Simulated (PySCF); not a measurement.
# Nb⁺: excitation energies in aug-cc-pVTZ-PP with ECP28, part 2 of 2

Each state of niobium is computed at each level; their differences give the excitation energy. How far do the methods differ?

PySCF 2.14.0; aug-cc-pVTZ-PP with ECP28, scalar relativity through the core potential. The scripts are equivalent inputs of a driver's runs. Earlier steps stand in the parts before.

## Step 4: Nb⁺ [Kr] 4d3 5s1, method by method

#### UHF

The input, input.py:

```python
from pyscf import gto, scf, dft, mp, cc
import basis_set_exchange as bse
txt = bse.get_basis("aug-cc-pVTZ-PP", elements=["Nb"], fmt="nwchem", header=False)
cut = txt.index("\nECP")
mol = gto.M(atom="Nb 0 0 0", charge=1, spin=4, symmetry="D2h",
            basis=gto.basis.parse(txt[:cut]),
            ecp={"Nb": gto.basis.parse_ecp(txt[cut:])})
mf = scf.UHF(mol)
mf.irrep_nelec = {'Ag': (2, 1), 'B1g': (1, 0), 'B2g': (1, 0), 'B3g': (1, 0), 'B1u': (1, 1), 'B2u': (1, 1), 'B3u': (1, 1)}
mf.kernel()
```

Output:

```text
damping factor = 0
level_shift factor = 0
DIIS = <class 'pyscf.scf.diis.CDIIS'>
diis_start_cycle = 1
diis_space = 10
diis_damp = 0
SCF conv_tol = 1e-09
SCF conv_tol_grad = None
number electrons alpha = 8  beta = 4
cycle= 1 E= -55.9269601936947  delta_E= -0.00686  |g|= 0.0292  |ddm|= 0.0518
cycle= 2 E= -55.9272670673122  delta_E= -0.000307  |g|= 0.00652  |ddm|= 0.0117
cycle= 3 E= -55.9272843825533  delta_E= -1.73e-05  |g|= 0.000392  |ddm|= 0.00632
cycle= 4 E= -55.9272845742844  delta_E= -1.92e-07  |g|= 0.000143  |ddm|= 0.000724
cycle= 5 E= -55.9272845960377  delta_E= -2.18e-08  |g|= 2.45e-05  |ddm|= 0.000529
cycle= 6 E= -55.9272845971061  delta_E= -1.07e-09  |g|= 1.92e-06  |ddm|= 8.49e-05
cycle= 7 E= -55.9272845971122  delta_E= -6.08e-12  |g|= 1.54e-07  |ddm|= 8.45e-06
converged SCF energy = -55.9272845971122  <S^2> = 6.0054516  2S+1 = 5.0021802
```

CPU time 1.2 s on a shared host, the integrals not counted.

Orbital energies by shell (radii are means over both spins):

| shell | electrons | mean orbital energy (eV) | spread (eV) | rms radius (bohr) |
| --- | --- | --- | --- | --- |
| 4s α | 1 | -84.058 | 0 | 1.25 |
| 4s β | 1 | -80.012 | 0 | 1.25 |
| 4p α | 3 | -55.239 | 0 | 1.40 |
| 4p β | 3 | -50.005 | 0 | 1.40 |
| 4d α | 3 | -17.486 | 0 | 2.08 |
| 5s α | 1 | -13.171 | 0 | 3.56 |

⟨S²⟩ = 6.005, ⟨L²⟩ = 12.06.

Energies and moments cover only the electrons outside the core potential.

#### LDA

input.py differs from the last one in:

```diff
@@ -7,3 +7,3 @@
             ecp={"Nb": gto.basis.parse_ecp(txt[cut:])})
-mf = scf.UHF(mol)
+mf = dft.UKS(mol, xc="LDA,VWN")
 mf.irrep_nelec = {'Ag': (2, 1), 'B1g': (1, 0), 'B2g': (1, 0), 'B3g': (1, 0), 'B1u': (1, 1), 'B2u': (1, 1), 'B3u': (1, 1)}
```

Output:

```text
damping factor = 0
level_shift factor = 0
DIIS = <class 'pyscf.scf.diis.CDIIS'>
diis_start_cycle = 1
diis_space = 10
diis_damp = 0
SCF conv_tol = 1e-09
SCF conv_tol_grad = None
number electrons alpha = 8  beta = 4
XC functionals = LDA,VWN
    P. A. M. Dirac.,  Math. Proc. Cambridge Philos. Soc. 26, 376 (1930)
    F. Bloch.,  Z. Phys. 57, 545 (1929)
    S. H. Vosko, L. Wilk, and M. Nusair.,  Can. J. Phys. 58, 1200 (1980)
cycle= 1 E= -56.2174980593116  delta_E= -0.00486  |g|= 0.0271  |ddm|= 0.171
cycle= 2 E= -56.2176072972366  delta_E= -0.000109  |g|= 0.0226  |ddm|= 0.104
cycle= 3 E= -56.2178246221487  delta_E= -0.000217  |g|= 0.000125  |ddm|= 0.0472
cycle= 4 E= -56.2178246336526  delta_E= -1.15e-08  |g|= 3.37e-05  |ddm|= 0.000631
cycle= 5 E= -56.217824634292  delta_E= -6.39e-10  |g|= 2.25e-07  |ddm|= 3.7e-05
converged SCF energy = -56.217824634292  <S^2> = 6.0002788  2S+1 = 5.0001115
```

CPU time 0.62 s on a shared host, the integrals not counted.

#### PBE

input.py differs from the last one in:

```diff
@@ -7,3 +7,3 @@
             ecp={"Nb": gto.basis.parse_ecp(txt[cut:])})
-mf = dft.UKS(mol, xc="LDA,VWN")
+mf = dft.UKS(mol, xc="PBE")
 mf.irrep_nelec = {'Ag': (2, 1), 'B1g': (1, 0), 'B2g': (1, 0), 'B3g': (1, 0), 'B1u': (1, 1), 'B2u': (1, 1), 'B3u': (1, 1)}
```

Output:

```text
damping factor = 0
level_shift factor = 0
DIIS = <class 'pyscf.scf.diis.CDIIS'>
diis_start_cycle = 1
diis_space = 10
diis_damp = 0
SCF conv_tol = 1e-09
SCF conv_tol_grad = None
number electrons alpha = 8  beta = 4
XC functionals = PBE
    J. P. Perdew, K. Burke, and M. Ernzerhof.,  Phys. Rev. Lett. 77, 3865 (1996)
    J. P. Perdew, K. Burke, and M. Ernzerhof.,  Phys. Rev. Lett. 78, 1396 (1997)
    J. P. Perdew, K. Burke, and M. Ernzerhof.,  Phys. Rev. Lett. 77, 3865 (1996)
    J. P. Perdew, K. Burke, and M. Ernzerhof.,  Phys. Rev. Lett. 78, 1396 (1997)
cycle= 1 E= -56.3819233560175  delta_E= -0.00448  |g|= 0.00454  |ddm|= 0.236
cycle= 2 E= -56.381934387797  delta_E= -1.1e-05  |g|= 0.00208  |ddm|= 0.0202
cycle= 3 E= -56.3819359558885  delta_E= -1.57e-06  |g|= 0.000659  |ddm|= 0.00634
cycle= 4 E= -56.3819361569615  delta_E= -2.01e-07  |g|= 3.04e-05  |ddm|= 0.00143
cycle= 5 E= -56.3819361574854  delta_E= -5.24e-10  |g|= 2.33e-06  |ddm|= 3.11e-05
converged SCF energy = -56.3819361574854  <S^2> = 6.0008169  2S+1 = 5.0003267
```

CPU time 0.95 s on a shared host, the integrals not counted.

#### PBE0

input.py differs from the last one in:

```diff
@@ -7,3 +7,3 @@
             ecp={"Nb": gto.basis.parse_ecp(txt[cut:])})
-mf = dft.UKS(mol, xc="PBE")
+mf = dft.UKS(mol, xc="PBE0")
 mf.irrep_nelec = {'Ag': (2, 1), 'B1g': (1, 0), 'B2g': (1, 0), 'B3g': (1, 0), 'B1u': (1, 1), 'B2u': (1, 1), 'B3u': (1, 1)}
```

Output:

```text
damping factor = 0
level_shift factor = 0
DIIS = <class 'pyscf.scf.diis.CDIIS'>
diis_start_cycle = 1
diis_space = 10
diis_damp = 0
SCF conv_tol = 1e-09
SCF conv_tol_grad = None
number electrons alpha = 8  beta = 4
XC functionals = PBE0
    C. Adamo and V. Barone.,  J. Chem. Phys. 110, 6158 (1999)
    M. Ernzerhof and G. E. Scuseria.,  J. Chem. Phys. 110, 5029 (1999)
cycle= 1 E= -56.3703306042367  delta_E= -0.00356  |g|= 0.00965  |ddm|= 0.135
cycle= 2 E= -56.3703916869946  delta_E= -6.11e-05  |g|= 0.00396  |ddm|= 0.0225
cycle= 3 E= -56.370397701191  delta_E= -6.01e-06  |g|= 0.000931  |ddm|= 0.0136
cycle= 4 E= -56.3703981604682  delta_E= -4.59e-07  |g|= 3.04e-05  |ddm|= 0.00205
cycle= 5 E= -56.3703981612742  delta_E= -8.06e-10  |g|= 1.24e-06  |ddm|= 0.000128
converged SCF energy = -56.3703981612742  <S^2> = 6.0015248  2S+1 = 5.0006099
```

It used 1.2 s of CPU time after the integrals (shared host).

#### r2SCAN

input.py differs from the last one in:

```diff
@@ -7,3 +7,3 @@
             ecp={"Nb": gto.basis.parse_ecp(txt[cut:])})
-mf = dft.UKS(mol, xc="PBE0")
+mf = dft.UKS(mol, xc="R2SCAN")
 mf.irrep_nelec = {'Ag': (2, 1), 'B1g': (1, 0), 'B2g': (1, 0), 'B3g': (1, 0), 'B1u': (1, 1), 'B2u': (1, 1), 'B3u': (1, 1)}
```

Output:

```text
damping factor = 0
level_shift factor = 0
DIIS = <class 'pyscf.scf.diis.CDIIS'>
diis_start_cycle = 1
diis_space = 10
diis_damp = 0
SCF conv_tol = 1e-09
SCF conv_tol_grad = None
number electrons alpha = 8  beta = 4
XC functionals = R2SCAN
    J. W. Furness, A. D. Kaplan, J. Ning, J. P. Perdew, and J. Sun.,  J. Phys. Chem. Lett. 11, 8208-8215 (2020)
    J. W. Furness, A. D. Kaplan, J. Ning, J. P. Perdew, and J. Sun.,  J. Phys. Chem. Lett. 11, 9248-9248 (2020)
    J. W. Furness, A. D. Kaplan, J. Ning, J. P. Perdew, and J. Sun.,  J. Phys. Chem. Lett. 11, 8208-8215 (2020)
    J. W. Furness, A. D. Kaplan, J. Ning, J. P. Perdew, and J. Sun.,  J. Phys. Chem. Lett. 11, 9248-9248 (2020)
cycle= 1 E= -56.4103932222327  delta_E= -0.00596  |g|= 0.0111  |ddm|= 0.213
cycle= 2 E= -56.4104709849606  delta_E= -7.78e-05  |g|= 0.00528  |ddm|= 0.0465
cycle= 3 E= -56.4104825387828  delta_E= -1.16e-05  |g|= 0.00122  |ddm|= 0.0173
cycle= 4 E= -56.4104833246984  delta_E= -7.86e-07  |g|= 3.48e-05  |ddm|= 0.003
cycle= 5 E= -56.4104833256778  delta_E= -9.79e-10  |g|= 2.14e-06  |ddm|= 0.000155
converged SCF energy = -56.4104833256778  <S^2> = 6.0021053  2S+1 = 5.0008421
```

CPU time 2 s on a shared host, the integrals not counted.

#### wB97X

input.py differs from the last one in:

```diff
@@ -7,3 +7,3 @@
             ecp={"Nb": gto.basis.parse_ecp(txt[cut:])})
-mf = dft.UKS(mol, xc="R2SCAN")
+mf = dft.UKS(mol, xc="WB97X")
 mf.irrep_nelec = {'Ag': (2, 1), 'B1g': (1, 0), 'B2g': (1, 0), 'B3g': (1, 0), 'B1u': (1, 1), 'B2u': (1, 1), 'B3u': (1, 1)}
```

Output:

```text
damping factor = 0
level_shift factor = 0
DIIS = <class 'pyscf.scf.diis.CDIIS'>
diis_start_cycle = 1
diis_space = 10
diis_damp = 0
SCF conv_tol = 1e-09
SCF conv_tol_grad = None
number electrons alpha = 8  beta = 4
XC functionals = WB97X
    J.-D. Chai and M. Head-Gordon.,  J. Chem. Phys. 128, 084106 (2008)
cycle= 1 E= -56.3423199961685  delta_E= -0.00298  |g|= 0.0165  |ddm|= 0.149
cycle= 2 E= -56.342478452153  delta_E= -0.000158  |g|= 0.00514  |ddm|= 0.0495
cycle= 3 E= -56.3424937743614  delta_E= -1.53e-05  |g|= 0.00132  |ddm|= 0.0223
cycle= 4 E= -56.3424960303587  delta_E= -2.26e-06  |g|= 0.000216  |ddm|= 0.0033
cycle= 5 E= -56.3424961423465  delta_E= -1.12e-07  |g|= 1.78e-05  |ddm|= 0.00131
cycle= 6 E= -56.3424961428675  delta_E= -5.21e-10  |g|= 1.42e-06  |ddm|= 4.78e-05
converged SCF energy = -56.3424961428675  <S^2> = 6.0013778  2S+1 = 5.0005511
```

CPU time 2.8 s on a shared host, the integrals not counted.

#### B3LYP

input.py differs from the last one in:

```diff
@@ -7,3 +7,3 @@
             ecp={"Nb": gto.basis.parse_ecp(txt[cut:])})
-mf = dft.UKS(mol, xc="WB97X")
+mf = dft.UKS(mol, xc="B3LYP")
 mf.irrep_nelec = {'Ag': (2, 1), 'B1g': (1, 0), 'B2g': (1, 0), 'B3g': (1, 0), 'B1u': (1, 1), 'B2u': (1, 1), 'B3u': (1, 1)}
```

Output:

```text
damping factor = 0
level_shift factor = 0
DIIS = <class 'pyscf.scf.diis.CDIIS'>
diis_start_cycle = 1
diis_space = 10
diis_damp = 0
SCF conv_tol = 1e-09
SCF conv_tol_grad = None
number electrons alpha = 8  beta = 4
XC functionals = B3LYP
    P. J. Stephens, F. J. Devlin, C. F. Chabalowski, and M. J. Frisch.,  J. Phys. Chem. 98, 11623 (1994)
cycle= 1 E= -56.3941547315256  delta_E= -0.0042  |g|= 0.00981  |ddm|= 0.279
cycle= 2 E= -56.3942113394998  delta_E= -5.66e-05  |g|= 0.00471  |ddm|= 0.0393
cycle= 3 E= -56.394219789268  delta_E= -8.45e-06  |g|= 0.000886  |ddm|= 0.0138
cycle= 4 E= -56.3942201893321  delta_E= -4e-07  |g|= 2.16e-05  |ddm|= 0.0026
cycle= 5 E= -56.3942201896038  delta_E= -2.72e-10  |g|= 5.57e-07  |ddm|= 7.87e-05
converged SCF energy = -56.3942201896038  <S^2> = 6.0009696  2S+1 = 5.0003878
```

It used 1.3 s of CPU time after the integrals (shared host).

#### HSE06

input.py differs from the last one in:

```diff
@@ -7,3 +7,3 @@
             ecp={"Nb": gto.basis.parse_ecp(txt[cut:])})
-mf = dft.UKS(mol, xc="B3LYP")
+mf = dft.UKS(mol, xc="HSE06")
 mf.irrep_nelec = {'Ag': (2, 1), 'B1g': (1, 0), 'B2g': (1, 0), 'B3g': (1, 0), 'B1u': (1, 1), 'B2u': (1, 1), 'B3u': (1, 1)}
```

Output:

```text
damping factor = 0
level_shift factor = 0
DIIS = <class 'pyscf.scf.diis.CDIIS'>
diis_start_cycle = 1
diis_space = 10
diis_damp = 0
SCF conv_tol = 1e-09
SCF conv_tol_grad = None
number electrons alpha = 8  beta = 4
XC functionals = HSE06
    J. Heyd, G. E. Scuseria, and M. Ernzerhof.,  J. Chem. Phys. 118, 8207 (2003)
    J. Heyd, G. E. Scuseria, and M. Ernzerhof.,  J. Chem. Phys. 124, 219906 (2006)
    A. V. Krukau, O. A. Vydrov, A. F. Izmaylov, and G. E. Scuseria.,  J. Chem. Phys. 125, 224106 (2006)
cycle= 1 E= -56.3700939749537  delta_E= -0.00359  |g|= 0.00858  |ddm|= 0.148
cycle= 2 E= -56.3701308866883  delta_E= -3.69e-05  |g|= 0.0039  |ddm|= 0.0229
cycle= 3 E= -56.3701366876021  delta_E= -5.8e-06  |g|= 0.000853  |ddm|= 0.0119
cycle= 4 E= -56.370137016235  delta_E= -3.29e-07  |g|= 7.54e-06  |ddm|= 0.00191
cycle= 5 E= -56.3701370162697  delta_E= -3.47e-11  |g|= 2.31e-07  |ddm|= 3.47e-05
converged SCF energy = -56.3701370162697  <S^2> = 6.0014729  2S+1 = 5.0005891
```

It used 2.8 s of CPU time after the integrals (shared host).

#### r2SCANh

input.py differs from the last one in:

```diff
@@ -7,3 +7,3 @@
             ecp={"Nb": gto.basis.parse_ecp(txt[cut:])})
-mf = dft.UKS(mol, xc="HSE06")
+mf = dft.UKS(mol, xc="HYB_MGGA_XC_R2SCANH")
 mf.irrep_nelec = {'Ag': (2, 1), 'B1g': (1, 0), 'B2g': (1, 0), 'B3g': (1, 0), 'B1u': (1, 1), 'B2u': (1, 1), 'B3u': (1, 1)}
```

Output:

```text
damping factor = 0
level_shift factor = 0
DIIS = <class 'pyscf.scf.diis.CDIIS'>
diis_start_cycle = 1
diis_space = 10
diis_damp = 0
SCF conv_tol = 1e-09
SCF conv_tol_grad = None
number electrons alpha = 8  beta = 4
XC functionals = HYB_MGGA_XC_R2SCANH
    M. Bursch, H. Neugebauer, S. Ehlert, and S. Grimme.,  J. Chem. Phys. 156, 134105 (2022)
cycle= 1 E= -56.3988221922827  delta_E= -0.00546  |g|= 0.012  |ddm|= 0.186
cycle= 2 E= -56.3989189308819  delta_E= -9.67e-05  |g|= 0.00506  |ddm|= 0.0433
cycle= 3 E= -56.3989297125094  delta_E= -1.08e-05  |g|= 0.00129  |ddm|= 0.018
cycle= 4 E= -56.3989306171007  delta_E= -9.05e-07  |g|= 3.97e-05  |ddm|= 0.00324
cycle= 5 E= -56.3989306193078  delta_E= -2.21e-09  |g|= 2.09e-06  |ddm|= 0.000243
cycle= 6 E= -56.3989306193114  delta_E= -3.55e-12  |g|= 1.31e-07  |ddm|= 8.05e-06
converged SCF energy = -56.3989306193114  <S^2> = 6.0023165  2S+1 = 5.0009265
```

It used 2.5 s of CPU time after the integrals (shared host).

## Step 5: Nb⁺ [Kr] 4d3 5s1, continued

#### MP2 (valence)

Changes to input.py since step 4:

```diff
@@ -7,4 +7,5 @@
             ecp={"Nb": gto.basis.parse_ecp(txt[cut:])})
-mf = dft.UKS(mol, xc="HYB_MGGA_XC_R2SCANH")
+mf = scf.UHF(mol)
 mf.irrep_nelec = {'Ag': (2, 1), 'B1g': (1, 0), 'B2g': (1, 0), 'B3g': (1, 0), 'B1u': (1, 1), 'B2u': (1, 1), 'B3u': (1, 1)}
 mf.kernel()
+mp.UMP2(mf, frozen=4).kernel()
```

No log was kept for this step.

It used 0.11 s of CPU time after the integrals (shared host).

With 4 electrons correlated, the MP2 correlation energy is -0.02801 hartree (-0.02801 same spin, 0.00000 opposite spin); the SCS form gives -0.00934. Largest pairs of shells: 4d-4d -0.0153, 4d-5s -0.0127, 5s-5s 0.0000.

Radial density 4πr²ρ of Nb⁺ at UHF, the electrons outside the core potential:

| r (bohr) | density | spin density |
| --- | --- | --- |
| 0.0366 | 1.78e-05 | 0.000 |
| 0.0616 | 4.61e-05 | 0.000 |
| 0.104 | 0.000169 | 0.000 |
| 0.174 | 0.00140 | 0.000 |
| 0.293 | 0.0229 | 0.005 |
| 0.493 | 0.639 | 0.076 |
| 0.829 | 6.77 | 0.711 |
| 1.39 | 7.98 | 1.737 |
| 2.35 | 1.89 | 1.310 |
| 3.95 | 0.373 | 0.369 |
| 6.64 | 0.0171 | 0.017 |

## Step 6: How the shells move

Highest occupied Hartree-Fock shell of each state: Nb⁺ [Kr] 4d3 5p1 5p α at -9.217 eV; Nb⁺ [Kr] 4d3 5s1 5s α at -13.171 eV.

## Step 7: The energy differences

Excitation energy: Nb⁺ [Kr] 4d4 (5D) → Nb⁺ [Kr] 4d3 5p1 (high-spin determinant).

| method | value (eV) |
| --- | --- |
| UHF | 3.917 |
| LDA | 4.424 |
| PBE | 4.310 |
| PBE0 | 4.365 |
| wB97X | 4.412 |
| HSE06 | 4.338 |
| r2SCANh | 4.233 |
| MP2 (valence) | 4.199 |
| SCS-MP2 (valence) | 4.011 |

The determinant of Nb+ mixes LS terms, which raises its energy at the Hartree-Fock and MP2 levels.

Excitation energy: Nb⁺ [Kr] 4d4 (5D) → Nb⁺ [Kr] 4d3 5s1 (5F).

| method | value (eV) | error (eV) |
| --- | --- | --- |
| UHF | 0.0571 | -0.2684 |
| LDA | 0.1958 | -0.1297 |
| PBE | 0.2152 | -0.1103 |
| PBE0 | 0.3113 | -0.0142 |
| wB97X | 0.4845 | +0.1590 |
| HSE06 | 0.2789 | -0.0466 |
| r2SCANh | 0.0399 | -0.2856 |
| MP2 (valence) | 0.2474 | -0.0781 |
| SCS-MP2 (valence) | 0.1205 | -0.2050 |

Reference: 0.326 eV (measured; NIST levels, between the centres of gravity of the two terms). Errors of the correlated levels include the incompleteness of this basis.

The differences also use runs on Nb⁺ [Kr] 4d4 (5D), which are not shown here.

## Step 8: Results

What follows sums up all 2 parts.

| quantity | value |
| --- | --- |
| excitation energy, Nb⁺ → [Kr] 4d3 5p1 | UHF 3.917, MP2 (valence) 4.199 eV |
| excitation energy, Nb⁺ → [Kr] 4d3 5s1 | UHF 0.057, MP2 (valence) 0.247 eV; reference 0.326 |

Accuracy by level (over 1 difference):

| method | mean absolute miss against the measured value (with the measured fine structure taken into account where it is known) (eV) |
| --- | --- |
| UHF | 0.268 |
| LDA | 0.130 |
| PBE | 0.110 |
| PBE0 | 0.014 |
| wB97X | 0.159 |
| HSE06 | 0.047 |
| r2SCANh | 0.286 |
| MP2 (valence) | 0.078 |
| SCS-MP2 (valence) | 0.205 |

What this shows: Against experiment PBE0 comes closest (off by 0.01 eV) and r2SCANh is farthest (0.29 eV). PBE is off by -0.11 eV. The basis is finite, and no extrapolation was made.
